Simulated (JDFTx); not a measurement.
# HfIn4SiO6 (C2) in JDFTx: a series of runs, part 2 of 2

JDFTx 1.7.0 (patched build). Earlier steps stand in the parts before.

## 5. Density of states, PBE+U

Contents of HfIn4SiO6.in:

```
lattice \
    2.7160300000     2.7160300000    -1.8630900000 \
   -4.7033200000     4.7033200000     0.0000000000 \
    0.0044800000     0.0044800000     7.4041500000
latt-scale 1.889726124626 1.889726124626 1.889726124626
coords-type Lattice
ion Hf     0.2048000000     0.7952000000     0.0000000000 1
ion In     0.3713900000     0.6286100000     0.5000000000 1
ion In     0.5381200000     0.4618800000     0.0000000000 1
ion In     0.0350000000     0.9650000000     0.5000000000 1
ion In     0.7090700000     0.2909300000     0.5000000000 1
ion Si     0.8714600000     0.1285400000     0.0000000000 1
ion O      0.1074100000     0.0691800000     0.8666700000 1
ion O      0.9308200000     0.8925900000     0.1333300000 1
ion O      0.8397500000     0.3782000000     0.8666900000 1
ion O      0.6218000000     0.1602500000     0.1333100000 1
ion O      0.1981300000     0.4689100000     0.1333800000 1
ion O      0.5310900000     0.8018700000     0.8666200000 1

ion-species pseudo/Hf.upf
ion-species pseudo/In.upf
ion-species pseudo/Si.upf
ion-species pseudo/O.upf
elec-cutoff 42 336
elec-ex-corr gga-PBE
kpoint-folding 2 2 1
elec-smearing Fermi 0.0018374661
elec-n-bands 64
add-U Hf d 0.220496
electronic-SCF nIterations 100 energyDiffThreshold 1e-08
electronic-minimize nIterations 30 energyDiffThreshold 1e-7
converge-empty-states yes
forces-output-coords Cartesian
density-of-states Esigma 0.002 \
  Total \
  OrthoOrbital Hf 1 1s \
  OrthoOrbital Hf 1 2s \
  OrthoOrbital Hf 1 p \
  OrthoOrbital Hf 1 d \
  OrthoOrbital In 1 s \
  OrthoOrbital In 1 p \
  OrthoOrbital In 1 d \
  OrthoOrbital In 2 s \
  OrthoOrbital In 2 p \
  OrthoOrbital In 2 d \
  OrthoOrbital In 3 s \
  OrthoOrbital In 3 p \
  OrthoOrbital In 3 d \
  OrthoOrbital In 4 s \
  OrthoOrbital In 4 p \
  OrthoOrbital In 4 d \
  OrthoOrbital Si 1 s \
  OrthoOrbital Si 1 p \
  OrthoOrbital O 1 s \
  OrthoOrbital O 1 p \
  OrthoOrbital O 2 s \
  OrthoOrbital O 2 p \
  OrthoOrbital O 3 s \
  OrthoOrbital O 3 p \
  OrthoOrbital O 4 s \
  OrthoOrbital O 4 p \
  OrthoOrbital O 5 s \
  OrthoOrbital O 5 p \
  OrthoOrbital O 6 s \
  OrthoOrbital O 6 p

dump-name run.$VAR
dump End Ecomponents EigStats BandEigs Kpoints Forces Stress DOS
```

Run with:

```
$ jdftx -c 1 -i HfIn4SiO6.in -o HfIn4SiO6.out
```

Wall time 5.4 min (1 thread of Intel Xeon Platinum 8488C (Sapphire Rapids), shared host); peak memory 0.46 GiB.

The run converged. Its results:

```yaml
Free_energy: -10254.8393 eV
Pressure: 2.8 GPa
Largest_force: 0.498 eV/Å
Loewdin_charges: Hf +1.60; In +0.15, +1.09, +0.10, +0.18; Si +1.58; O -0.71 e
```

Forces in eV/Å, atoms in the order of the input:
```
Hf   0.000  0.013  0.000
In   0.000  0.241  0.000
In   0.000  0.031  0.000
In   0.000  0.246  0.000
In   0.000 -0.498  0.000
Si   0.000 -0.009  0.000
O   -0.088  0.101  0.106
O    0.088  0.101 -0.106
O   -0.366  0.142  0.071
O    0.366  0.142 -0.071
O    0.025 -0.255 -0.151
O   -0.025 -0.255  0.151
```

Stress tensor (GPa, compression positive):
```
 3.99  0.00 -0.20
 0.00  3.13  0.00
-0.20  0.00  1.27
```

Levels at points of the mesh, in eV from the Fermi level:
| k point | band 50 | band 51 | band 52 | band 53 | band 54 | band 55 |
| --- | --- | --- | --- | --- | --- | --- |
| (0.00, 0.00, 0.00) | -0.64 | -0.44 | -0.02 | 0.03 | 0.18 | 0.21 |
| (0.00, 0.50, 0.00) | -3.42 | -2.00 | -1.76 | 1.23 | 1.67 | 2.21 |
| (0.50, 0.50, 0.00) | -3.58 | -1.97 | -1.59 | 1.36 | 1.69 | 2.10 |

States per cell in windows of 1 eV (zero at the Fermi level; states under -8 eV left out):
| from (eV) | total | O p | In p | Hf d | In s | O s | Si p |
| --- | --- | --- | --- | --- | --- | --- | --- |
| -8.0 | 6.23 | 4.11 | 0.41 | 0.41 | 0.40 | 0.19 | 0.61 |
| -7.0 | 7.46 | 4.82 | 0.98 | 0.27 | 0.74 | 0.17 | 0.18 |
| -6.0 | 5.73 | 4.22 | 0.46 | 0.38 | 0.38 | 0.12 | 0.04 |
| -5.0 | 9.23 | 7.69 | 0.70 | 0.15 | 0.45 | 0.06 | 0.02 |
| -4.0 | 6.34 | 5.55 | 0.26 | 0.11 | 0.24 | 0.02 | 0.01 |
| -3.0 | 1.05 | 0.52 | 0.29 | 0.01 | 0.22 | 0.01 | 0.00 |
| -2.0 | 3.37 | 0.40 | 1.29 | 0.04 | 1.52 | 0.04 | 0.01 |
| -1.0 | 0.73 | 0.06 | 0.28 | 0.04 | 0.31 | 0.01 | 0.00 |
| 0.0 | 1.86 | 0.16 | 1.04 | 0.23 | 0.28 | 0.06 | 0.01 |
| 1.0 | 5.12 | 0.63 | 2.05 | 1.30 | 0.59 | 0.24 | 0.03 |
| 2.0 | 5.20 | 0.84 | 1.12 | 2.55 | 0.24 | 0.11 | 0.05 |
| 3.0 | 1.91 | 0.18 | 0.59 | 0.78 | 0.08 | 0.10 | 0.05 |
| 4.0 | 5.36 | 0.34 | 2.52 | 0.67 | 0.91 | 0.32 | 0.15 |

Caveat: the k mesh is coarse (spacing up to 0.85 Å⁻¹), so the values aren't converged; the empty levels aren't tightly converged. Spin-orbit coupling is left out, which matters for the levels of Hf.

## 6. Density of states, PBE+U

HfIn4SiO6.in: that of step 5 with these lines changed.

```diff
@@ -28,3 +28,3 @@
 elec-n-bands 64
-add-U Hf d 0.220496
+add-U Hf d 0.293995
 electronic-SCF nIterations 100 energyDiffThreshold 1e-08
@@ -67,2 +67,2 @@
 dump-name run.$VAR
-dump End Ecomponents EigStats BandEigs Kpoints Forces Stress DOS
+dump End Ecomponents EigStats BandEigs Kpoints Forces Stress DOS ElecDensity Dtot KEdensity
```

Potentials or basis: PseudoDojo-SR-PBE-0.5-standard with smoothed tails.

Run with:

```
$ jdftx -c 1 -i HfIn4SiO6.in -o HfIn4SiO6.out
```

Run time: 4.2 min. Hardware: 1 thread of Intel Xeon Platinum 8488C (Sapphire Rapids), shared host; peak memory 0.45 GiB.

Results (log left out):

- Free energy: -10252.5830 eV
- Pressure: 3.4 GPa
- Largest force: 0.529 eV/Å
- Loewdin charges: Hf +1.66; In +0.14, +1.09, +0.11, +0.17; Si +1.58; O -0.71, -0.72 e

Forces in eV/Å, atoms in the order of the input:
```
Hf   0.000 -0.012  0.000
In   0.000  0.184  0.000
In   0.000  0.034  0.000
In   0.000  0.319  0.000
In   0.000 -0.515  0.000
Si   0.000 -0.002  0.000
O   -0.011  0.207  0.081
O    0.011  0.207 -0.081
O   -0.501  0.157  0.063
O    0.501  0.157 -0.063
O   -0.038 -0.368 -0.133
O    0.038 -0.368  0.133
```

Stress tensor (GPa, compression positive):
```
 4.79  0.00 -0.31
 0.00  3.78  0.00
-0.31  0.00  1.69
```

Levels at points of the mesh, in eV from the Fermi level:
```csv
k point,band 48,band 49,band 50,band 51,band 52,band 53,band 54,band 55,band 56,band 57
"(0.00, 0.00, 0.00)",-3.80,-3.71,-0.67,-0.46,-0.01,0.02,0.17,0.19,0.46,1.01
"(0.00, 0.50, 0.00)",-3.71,-3.70,-3.47,-2.01,-1.78,1.22,1.64,2.29,2.42,2.67
"(0.50, 0.50, 0.00)",-3.79,-3.76,-3.63,-1.98,-1.62,1.36,1.63,2.22,2.34,2.57
```

States per cell in windows of 1 eV (zero at the Fermi level; states under -8 eV left out):
| from (eV) | total | O p | In p | Hf d | In s | O s | Si p |
| --- | --- | --- | --- | --- | --- | --- | --- |
| -8.0 | 6.30 | 4.20 | 0.39 | 0.41 | 0.39 | 0.18 | 0.63 |
| -7.0 | 7.79 | 5.06 | 1.00 | 0.30 | 0.76 | 0.18 | 0.17 |
| -6.0 | 5.59 | 4.09 | 0.49 | 0.33 | 0.39 | 0.12 | 0.04 |
| -5.0 | 9.27 | 7.78 | 0.67 | 0.15 | 0.43 | 0.06 | 0.02 |
| -4.0 | 6.10 | 5.34 | 0.25 | 0.11 | 0.23 | 0.02 | 0.01 |
| -3.0 | 1.07 | 0.50 | 0.32 | 0.01 | 0.22 | 0.01 | 0.00 |
| -2.0 | 3.33 | 0.39 | 1.27 | 0.03 | 1.52 | 0.04 | 0.01 |
| -1.0 | 0.71 | 0.06 | 0.29 | 0.03 | 0.30 | 0.01 | 0.00 |
| 0.0 | 1.85 | 0.18 | 1.06 | 0.17 | 0.30 | 0.07 | 0.01 |
| 1.0 | 4.81 | 0.59 | 2.08 | 0.99 | 0.60 | 0.25 | 0.03 |
| 2.0 | 5.44 | 0.79 | 1.05 | 2.88 | 0.21 | 0.11 | 0.05 |
| 3.0 | 2.08 | 0.20 | 0.60 | 0.91 | 0.07 | 0.12 | 0.06 |
| 4.0 | 6.38 | 0.46 | 2.83 | 1.05 | 0.95 | 0.40 | 0.18 |

Caveat: the k mesh is coarse (spacing up to 0.85 Å⁻¹), so the values aren't converged; the empty levels aren't tightly converged. The run has no spin-orbit coupling, so splittings on Hf are missing.

## 7. Overview

| U | DOS broadening | pressure (GPa) | largest force (eV/Å) |
| --- | --- | --- | --- |
| Hf d U = 2 eV | 0.004 Ha | 2.0 | 0.45 |
| Hf d U = 3 eV | 0.003 Ha | 2.1 | 0.46 |
| Hf d U = 4 eV | 0.004 Ha | 2.3 | 0.48 |
| Hf d U = 6 eV | 0.002 Ha | 2.8 | 0.50 |
| Hf d U = 8 eV | 0.002 Ha | 3.4 | 0.53 |

Alike in all rows: task density of states; level PBE+U; potentials or basis PseudoDojo-SR-PBE-0.5-standard with smoothed tails; no spin polarisation; cell as given; k mesh 2 × 2 × 1; cutoff (eV) 1143; smearing fermi-dirac 0.05 eV; the mesh is coarse, so values aren't converged.

Caveats: all runs use coarse meshes; the empty levels aren't tightly converged.

Absolute energies hang on the potentials; compare differences alone.
